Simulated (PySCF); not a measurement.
# [HfO(H2O)3]2+: other spin states and a change of charge

Aim: at the relaxed geometry of [HfO(H2O)3]2+, try other spin states and a change of charge. It is a constructed species; whether it can be made isn't addressed.

Computed with PySCF 2.14.0. Level: PBE0, Hf def2-SVP with ECP60, O def2-SVP, H def2-SVP; scalar-relativistic core potentials, no spin–orbit coupling.

4 further runs of the same task are left out: 2 for a known fault of the program, 2 that didn't finish.

### Step 1. The starting structure

11 atoms, charge 2, spin multiplicity 1.

Bond lengths: Hf1–O2 1.711 Å, Hf1–O3 2.175 Å, Hf1–O6 2.174 Å, Hf1–O9 2.175 Å, O3–H4 0.979 Å, O3–H5 0.976 Å, O6–H7 0.976 Å, O6–H8 0.979 Å, O9–H10 0.979 Å, O9–H11 0.976 Å. Angles: O2–Hf1–O3 94.3°, O2–Hf1–O6 94.3°, O2–Hf1–O9 94.5°, O3–Hf1–O6 119.2°, O3–Hf1–O9 119.9°, O6–Hf1–O9 119.2°, Hf1–O3–H4 118.9°, Hf1–O3–H5 134.5°, H4–O3–H5 106.7°, Hf1–O6–H7 134.5°, Hf1–O6–H8 118.8°, H7–O6–H8 106.7°, Hf1–O9–H10 119.1°, Hf1–O9–H11 134.2°, H10–O9–H11 106.7°.

As a file:

```
Hf   -0.0631   -0.0813   -0.0765
O     0.8749    0.9791    0.8837
O    -1.0149   -1.0457    1.6253
H    -0.7792   -0.7505    2.5283
H    -1.6731   -1.7597    1.7272
O     1.6609   -1.0279   -1.0032
H     1.7800   -1.7404   -1.6601
H     2.5571   -0.7296   -0.7462
O    -1.0943    1.5151   -1.1343
H    -0.8821    2.4458   -0.9167
H    -1.7727    1.5391   -1.8362
```

Formal oxidation states: Hf +4. An earlier session relaxed this geometry at PBE0, Hf def2-SVP with ECP60, O def2-SVP, H def2-SVP (singlet, point group C3v).

Its energy there is -351.479456 Eh.

### Step 2. Multiplicity 3 at the relaxed geometry

Input file run.py (the lines that set the calculation):

```python
mol = gto.M(atom='''
Hf    -0.06315    -0.08128    -0.07653
O      0.87494     0.97910     0.88374
O     -1.01489    -1.04572     1.62532
H     -0.77916    -0.75047     2.52832
H     -1.67315    -1.75974     1.72717
O      1.66095    -1.02788    -1.00319
H      1.77996    -1.74035    -1.66011
H      2.55714    -0.72957    -0.74621
O     -1.09434     1.51510    -1.13435
H     -0.88206     2.44582    -0.91672
H     -1.77267     1.53909    -1.83620''',
    basis={'Hf': 'def2-SVP', 'O': 'def2-SVP', 'H': 'def2-SVP'},
    ecp={'Hf': 'def2-SVP'},
    charge=2, spin=2)
mf = dft.UKS(mol, xc='PBE0')
mf.grids.atom_grid = (50, 194)
mf = mf.density_fit()  # fitting sets: Hf def2-universal-JKFIT, O def2-universal-JKFIT, H def2-universal-JKFIT
mf.conv_tol = 1e-08; mf.max_cycle = 55
mf.kernel(dm0)  # dm0: free metal ions and neutral atoms
```

Started as:

```bash
$ OMP_NUM_THREADS=2 python run.py
```

The program printed:

```text
init E= -350.989747138047
cycle= 1 E= -350.57804823511  delta_E= 0.412  |g|= 1.09  |ddm|= 2.47
  HOMO = -0.302182271536  LUMO = -0.300524447899  gap/eV = 0.04511
cycle= 2 E= -343.454837773576  delta_E= 7.12  |g|= 2.59  |ddm|= 3.72
cycle= 3 E= -350.728552356198  delta_E= -7.27  |g|= 0.909  |ddm|= 3.56
cycle= 4 E= -351.172370036051  delta_E= -0.444  |g|= 0.492  |ddm|= 1.15
cycle= 5 E= -351.252771927699  delta_E= -0.0804  |g|= 0.18  |ddm|= 0.268
cycle= 6 E= -351.262372586542  delta_E= -0.0096  |g|= 0.12  |ddm|= 0.108
cycle= 7 E= -351.267768968831  delta_E= -0.0054  |g|= 0.0621  |ddm|= 0.0889
cycle= 8 E= -351.269536444545  delta_E= -0.00177  |g|= 0.0136  |ddm|= 0.0489
cycle= 9 E= -351.269672456988  delta_E= -0.000136  |g|= 0.00402  |ddm|= 0.0276
cycle= 10 E= -351.269696398944  delta_E= -2.39e-05  |g|= 0.00194  |ddm|= 0.0115
cycle= 11 E= -351.269719713222  delta_E= -2.33e-05  |g|= 0.00149  |ddm|= 0.0163
cycle= 12 E= -351.269743917859  delta_E= -2.42e-05  |g|= 0.000936  |ddm|= 0.0233
cycle= 13 E= -351.269755209226  delta_E= -1.13e-05  |g|= 0.000817  |ddm|= 0.014
cycle= 14 E= -351.269760727357  delta_E= -5.52e-06  |g|= 0.000796  |ddm|= 0.00583
cycle= 15 E= -351.269765670645  delta_E= -4.94e-06  |g|= 0.000779  |ddm|= 0.0047
cycle= 16 E= -351.2697710486  delta_E= -5.38e-06  |g|= 0.000777  |ddm|= 0.00503
cycle= 17 E= -351.269779958608  delta_E= -8.91e-06  |g|= 0.000777  |ddm|= 0.00838
cycle= 18 E= -351.269784902335  delta_E= -4.94e-06  |g|= 0.000775  |ddm|= 0.00468
cycle= 19 E= -351.269788855667  delta_E= -3.95e-06  |g|= 0.000778  |ddm|= 0.00387
cycle= 20 E= -351.269789596843  delta_E= -7.41e-07  |g|= 0.000778  |ddm|= 0.000695
cycle= 21 E= -351.269789717102  delta_E= -1.2e-07  |g|= 0.000777  |ddm|= 0.000155
cycle= 22 E= -351.269787229501  delta_E= 2.49e-06  |g|= 0.000776  |ddm|= 0.00249
cycle= 23 E= -351.269761967133  delta_E= 2.53e-05  |g|= 0.000762  |ddm|= 0.0278
cycle= 24 E= -351.269675047076  delta_E= 8.69e-05  |g|= 0.00138  |ddm|= 0.115
cycle= 25 E= -351.269654919454  delta_E= 2.01e-05  |g|= 0.00229  |ddm|= 0.0381
cycle= 26 E= -351.26966290621  delta_E= -7.99e-06  |g|= 0.0016  |ddm|= 0.0118
cycle= 27 E= -351.269630249468  delta_E= 3.27e-05  |g|= 0.00174  |ddm|= 0.0645
cycle= 28 E= -351.269622011276  delta_E= 8.24e-06  |g|= 0.00131  |ddm|= 0.0194
cycle= 29 E= -351.269602829315  delta_E= 1.92e-05  |g|= 0.00219  |ddm|= 0.0818
cycle= 30 E= -351.269605737478  delta_E= -2.91e-06  |g|= 0.00222  |ddm|= 0.0321
cycle= 31 E= -351.269601923737  delta_E= 3.81e-06  |g|= 0.00291  |ddm|= 0.013
cycle= 32 E= -351.26960177289  delta_E= 1.51e-07  |g|= 0.00301  |ddm|= 0.00356
cycle= 33 E= -351.269596979377  delta_E= 4.79e-06  |g|= 0.00385  |ddm|= 0.0521
cycle= 34 E= -351.26964712318  delta_E= -5.01e-05  |g|= 0.00064  |ddm|= 0.165
cycle= 35 E= -351.269627249021  delta_E= 1.99e-05  |g|= 0.00039  |ddm|= 0.0602
cycle= 36 E= -351.269609344474  delta_E= 1.79e-05  |g|= 0.000744  |ddm|= 0.0785
cycle= 37 E= -351.269609956854  delta_E= -6.12e-07  |g|= 0.000594  |ddm|= 0.00424
cycle= 38 E= -351.269610211227  delta_E= -2.54e-07  |g|= 0.000426  |ddm|= 0.00562
cycle= 39 E= -351.269610543445  delta_E= -3.32e-07  |g|= 0.000212  |ddm|= 0.00309
cycle= 40 E= -351.269609745941  delta_E= 7.98e-07  |g|= 0.000166  |ddm|= 0.0133
cycle= 41 E= -351.269609270401  delta_E= 4.76e-07  |g|= 0.000204  |ddm|= 0.0149
cycle= 42 E= -351.269609591347  delta_E= -3.21e-07  |g|= 6.38e-05  |ddm|= 0.00551
cycle= 43 E= -351.269609537044  delta_E= 5.43e-08  |g|= 6.68e-05  |ddm|= 0.00367
cycle= 44 E= -351.269609513436  delta_E= 2.36e-08  |g|= 5.27e-05  |ddm|= 0.00144
cycle= 45 E= -351.269609518794  delta_E= -5.36e-09  |g|= 3.68e-05  |ddm|= 0.000519
Extra cycle  E= -351.269609525214  delta_E= -6.42e-09  |g|= 2.71e-05  |ddm|= 0.000263
converged SCF energy = -351.269609525214  <S^2> = 2.0046076  2S+1 = 3.0030701
```

It took 28 s on 2 threads of Intel Xeon Platinum 8259CL at 2.50GHz (Skylake/Cascade Lake), shared host.

It gives: E = -351.269610 Eh (+5.710 eV from the relaxed state), HOMO -12.49 eV, LUMO -15.42 eV (over both spins), ⟨S²⟩ = 2.005, Mulliken charge on Hf1 +1.20 e. An empty level of one spin lies below a filled level of the other.

### Step 3. One electron removed, multiplicity 2

run.py (the lines that set the calculation), as its differences from that of step 2:

```diff
@@ -14,3 +14,3 @@
     ecp={'Hf': 'def2-SVP'},
-    charge=2, spin=2)
+    charge=3, spin=1)
 mf = dft.UKS(mol, xc='PBE0')
@@ -19,2 +19,2 @@
 mf.conv_tol = 1e-08; mf.max_cycle = 55
-mf.kernel(dm0)  # dm0: free metal ions and neutral atoms
+mf.kernel(dm0)  # dm0: the density of the relaxed state
```

Started as:

```bash
$ OMP_NUM_THREADS=2 python run.py
```

The program printed:

```text
init E= -351.486290755396
  HOMO = -0.672715386343  LUMO = -0.665649777842  gap/eV = 0.19227
cycle= 1 E= -350.604522424463  delta_E= 0.882  |g|= 0.48  |ddm|= 0.872
  HOMO = -0.947942833865  LUMO = -0.946467866515  gap/eV = 0.04014
cycle= 2 E= -349.865882031623  delta_E= 0.739  |g|= 1.32  |ddm|= 1.37
  HOMO = -0.969286733719  LUMO = -0.886064470476  gap/eV = 2.26459
cycle= 3 E= -350.699606232755  delta_E= -0.834  |g|= 0.22  |ddm|= 1.21
  HOMO = -0.938949324743  LUMO = -0.858568544368  gap/eV = 2.18727
cycle= 4 E= -350.715690773808  delta_E= -0.0161  |g|= 0.091  |ddm|= 0.128
  HOMO = -0.951880829081  LUMO = -0.843455376752  gap/eV = 2.95041
cycle= 5 E= -350.71911638556  delta_E= -0.00343  |g|= 0.0314  |ddm|= 0.0876
  HOMO = -0.953515911603  LUMO = -0.844544007399  gap/eV = 2.96528
cycle= 6 E= -350.719639431148  delta_E= -0.000523  |g|= 0.00709  |ddm|= 0.0362
  HOMO = -0.954950675587  LUMO = -0.844168330062  gap/eV = 3.01454
cycle= 7 E= -350.719674375138  delta_E= -3.49e-05  |g|= 0.00115  |ddm|= 0.00852
  HOMO = -0.955043971991  LUMO = -0.844022995187  gap/eV = 3.02103
cycle= 8 E= -350.71967638621  delta_E= -2.01e-06  |g|= 0.00048  |ddm|= 0.00247
  HOMO = -0.955002391187  LUMO = -0.84401265467  gap/eV = 3.02018
cycle= 9 E= -350.719676663534  delta_E= -2.77e-07  |g|= 0.000173  |ddm|= 0.000987
  HOMO = -0.955004503324  LUMO = -0.844015853457  gap/eV = 3.02015
cycle= 10 E= -350.719676683191  delta_E= -1.97e-08  |g|= 0.000108  |ddm|= 0.00023
  HOMO = -0.955010403619  LUMO = -0.844016394954  gap/eV = 3.02030
cycle= 11 E= -350.71967669163  delta_E= -8.44e-09  |g|= 2.69e-05  |ddm|= 0.000134
  HOMO = -0.955014965898  LUMO = -0.844014659875  gap/eV = 3.02047
Extra cycle  E= -350.719676693603  delta_E= -1.97e-09  |g|= 2.53e-05  |ddm|= 7.91e-05
converged SCF energy = -350.719676693603  <S^2> = 0.75549185  2S+1 = 2.0054843
```

It took 8.4 s on 2 threads of Intel Xeon Platinum 8259CL at 2.50GHz (Skylake/Cascade Lake), shared host.

Result: E = -350.719677 Eh (+20.675 eV from the relaxed state), HOMO -25.99 eV, LUMO -22.97 eV (over both spins), ⟨S²⟩ = 0.755, Mulliken charge on Hf1 +1.73 e. 

### Step 4. One electron added, multiplicity 2

run.py (the lines that set the calculation), as its differences from that of step 3:

```diff
@@ -14,3 +14,3 @@
     ecp={'Hf': 'def2-SVP'},
-    charge=3, spin=1)
+    charge=1, spin=1)
 mf = dft.UKS(mol, xc='PBE0')
```

Started as:

```bash
$ OMP_NUM_THREADS=2 python run.py
```

The program printed:

```text
init E= -351.485744200713
  HOMO = -0.369013716135  LUMO = -0.366042380015  gap/eV = 0.08085
cycle= 1 E= -351.782130571646  delta_E= -0.296  |g|= 0.126  |ddm|= 1.45
  HOMO = -0.238642741904  LUMO = -0.177541650221  gap/eV = 1.66265
cycle= 2 E= -351.775979875292  delta_E= 0.00615  |g|= 0.198  |ddm|= 0.719
  HOMO = -0.253256439435  LUMO = -0.190203558783  gap/eV = 1.71576
cycle= 3 E= -351.791489187076  delta_E= -0.0155  |g|= 0.086  |ddm|= 0.25
  HOMO = -0.257481699262  LUMO = -0.193966645508  gap/eV = 1.72833
cycle= 4 E= -351.794377890666  delta_E= -0.00289  |g|= 0.0127  |ddm|= 0.073
  HOMO = -0.259201201931  LUMO = -0.195041689834  gap/eV = 1.74587
cycle= 5 E= -351.794495212777  delta_E= -0.000117  |g|= 0.0076  |ddm|= 0.0402
  HOMO = -0.259463064065  LUMO = -0.195115321848  gap/eV = 1.75099
cycle= 6 E= -351.79454586896  delta_E= -5.07e-05  |g|= 0.00186  |ddm|= 0.0228
  HOMO = -0.259442797532  LUMO = -0.194920501955  gap/eV = 1.75574
cycle= 7 E= -351.794571046189  delta_E= -2.52e-05  |g|= 0.000905  |ddm|= 0.029
  HOMO = -0.259440385445  LUMO = -0.1948882358  gap/eV = 1.75655
cycle= 8 E= -351.794578845147  delta_E= -7.8e-06  |g|= 0.00061  |ddm|= 0.0148
  HOMO = -0.259460962121  LUMO = -0.194896073529  gap/eV = 1.75690
cycle= 9 E= -351.794584640845  delta_E= -5.8e-06  |g|= 0.000294  |ddm|= 0.0187
  HOMO = -0.259469083163  LUMO = -0.194908115691  gap/eV = 1.75679
cycle= 10 E= -351.794585986574  delta_E= -1.35e-06  |g|= 0.000156  |ddm|= 0.0106
  HOMO = -0.259470765223  LUMO = -0.194914025478  gap/eV = 1.75668
cycle= 11 E= -351.794586112977  delta_E= -1.26e-07  |g|= 8.77e-05  |ddm|= 0.00279
  HOMO = -0.259470928971  LUMO = -0.194917511062  gap/eV = 1.75659
cycle= 12 E= -351.794586142306  delta_E= -2.93e-08  |g|= 2.59e-05  |ddm|= 0.00156
  HOMO = -0.259471147559  LUMO = -0.194919690812  gap/eV = 1.75653
cycle= 13 E= -351.794586145381  delta_E= -3.08e-09  |g|= 1.21e-05  |ddm|= 0.000418
  HOMO = -0.259469698313  LUMO = -0.194918064677  gap/eV = 1.75654
Extra cycle  E= -351.794586145483  delta_E= -1.01e-10  |g|= 1.94e-05  |ddm|= 4.43e-05
converged SCF energy = -351.794586145483  <S^2> = 0.75074288  2S+1 = 2.0007427
```

Wall time 13 s (2 threads of Intel Xeon Platinum 8259CL at 2.50GHz (Skylake/Cascade Lake), shared host).

Result: E = -351.794586 Eh (-8.575 eV from the relaxed state), HOMO -7.06 eV, LUMO -5.30 eV (over both spins), ⟨S²⟩ = 0.751, Mulliken charge on Hf1 +0.53 e. 

### Step 5. The states side by side

| state | energy from the relaxed state (eV) | ⟨S²⟩ | time |
| --- | --- | --- | --- |
| charge +2, singlet, vacuum (relaxed) | 0 | 0.00 |  |
| charge +1, doublet, vacuum | -8.58 | 0.75 | 13 s |
| charge +2, triplet, vacuum | 5.71 | 2.00 | 28 s |
| charge +3, doublet, vacuum | 20.67 | 0.76 | 8.4 s |

An electron taken off or put on is at rest in vacuum. 

Removing an electron vertically costs 20.67 eV (doublet), against −HOMO = 18.32 eV. Adding an electron vertically releases 8.58 eV (doublet). The triplet lies 5.71 eV above at this geometry. These are double-zeta-type bases without diffuse functions. Spin–orbit coupling is left out.
